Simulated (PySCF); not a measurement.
# C2H5BN2: the cost of one run

Computed with PySCF 2.14.0, with density-fitted response routines of our own, on a single molecule in the gas phase. Atoms are numbered from 0 throughout.

## (1) The starting structure

10 atoms, charge 0, multiplicity 1; geometry from: PBE0-D3(BJ)/def2-SVP.

Bonds of the start (Å): C0–C1 1.22, C1–B2 1.55, B2–N3 1.41, B2–N4 1.41, C0–H5 1.08, N3–H6 1.01, N3–H7 1.01, N4–H8 1.01, N4–H9 1.01.

## (2) Core holes by ΔSCF: SCAN, X2C

What the job is given:

```
{"job": {"kind": "xps"}, "charge": 0, "multiplicity": 1}
C      2.438654     0.221381     0.252067
C      1.233457     0.111382     0.124980
B     -0.304136    -0.030282    -0.036159
N     -1.075154     1.143241    -0.194098
N     -0.865932    -1.326938    -0.019272
H      3.503345     0.318659     0.364652
H     -2.079097     1.150786    -0.302690
H     -0.652081     2.058830    -0.200941
H     -0.295366    -2.150212     0.099448
H     -1.853664    -1.517044    -0.109105
```

With the program's defaults for keys left out, this is: delta-SCF UKS SCAN, pcX-2 on the ionised atom, pcseg-1 elsewhere, spin-free X2C.

Launch:

```
$ OMP_NUM_THREADS=1 python probes_run.py task.json out
```

The driver reads the jobs from task.json and runs them one after another.

Q: Estimate the wall time and peak memory of this first job on 1 thread of Arm Neoverse V2, shared host.

About 19 s, with a peak of 0.44 GiB.
